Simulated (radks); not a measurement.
# V⁻ inside a hard spherical wall

An exercise on one series of results from a longer session: the logs are not shown, and one member is left open.

Program: radks (a radial shooting solver on a logarithmic mesh, Libxc functionals) version 1. Level of theory: non-relativistic Kohn-Sham, PBE, spin-unpolarised, spherical densities, point nucleus. These are calculated values, not measurements, unless marked.

## Starting point

| Quantity | Value |
| --- | --- |
| element | vanadium (Z = 23) |
| charge | -1 |
| electrons | 24 |
| configuration | [Ar] 3d4 4s2 |

Outer shells as boxes (Hund's rule):

V⁻
```
[Ar] core
3d [↑ ][↑ ][↑ ][↑ ][  ]
4s [↑↓]
```

Set-up of the first run:

Settings of this run:

```text
Z 23
configuration [Ar] 3d4 4s2 4p0 5s0 4d0
relativity non-relativistic
functional pbe,pbe
spin unpolarised
nucleus point
wall 10 bohr
```

Among the steps run: Wall at 10 bohr; Wall at 8 bohr; Wall at 7 bohr; Wall at 5 bohr; Wall at 3.5 bohr; Wall at 3 bohr; Wall at 2.5 bohr; Wall at 1.5 bohr.

One of the session's tables, all rows but one given; the rest of the session is left out.

| R (bohr) | E − E(widest) (eV) | ε(3d) (eV) | ε(4p, empty) (eV) | ε(5s, empty) (eV) | ε(4d, empty) (eV) |
| --- | --- | --- | --- | --- | --- |
| 10 | 0.000 | 2.989 | 3.560 | 6.066 | 6.300 |
| 8 | 0.690 | 3.952 | 4.822 | 9.884 | 9.002 |
| 7 | 1.632 | 4.886 | 6.062 | 13.587 | 11.399 |
| 5 | 8.714 | 9.185 | 12.387 | 31.922 | 22.090 |
| 3.5 | 38.365 | 18.943 | 30.948 | 81.823 | 47.608 |
| 3 | ? | ? | ? | ? | ? |
| 2.5 | 142.76 | 39.105 | 79.801 | 199.82 | 101.76 |
| 1.5 | 1000.8 | 131.79 | 340.17 | 759.43 | 337.63 |

Q: Estimate the row for R (bohr) = 3 from the others.

Worked estimate for «E − E(widest) (eV)». A straight line through the neighbours (3.5, 38.365) and (2.5, 142.76) gives 38.365 + (142.76 − 38.365) × (3 − 3.5) / (2.5 − 3.5) = 90.562; a parabola fitted to 4 rows on both sides gives 59.919.

**Answer.** E − E(widest) (eV): 70.191; ε(3d) (eV): 26.159; ε(4p, empty) (eV): 47.457; ε(5s, empty) (eV): 123.19; ε(4d, empty) (eV): 67.130. In «E − E(widest) (eV)» the line misses by +20.371 and the parabola by -10.272.

From R = 10 bohr inwards the highest occupied level lies above zero, in an anion first from self-interaction, then from the wall. Shells are not refilled when levels cross, and a hard wall is a model, not a crystal.
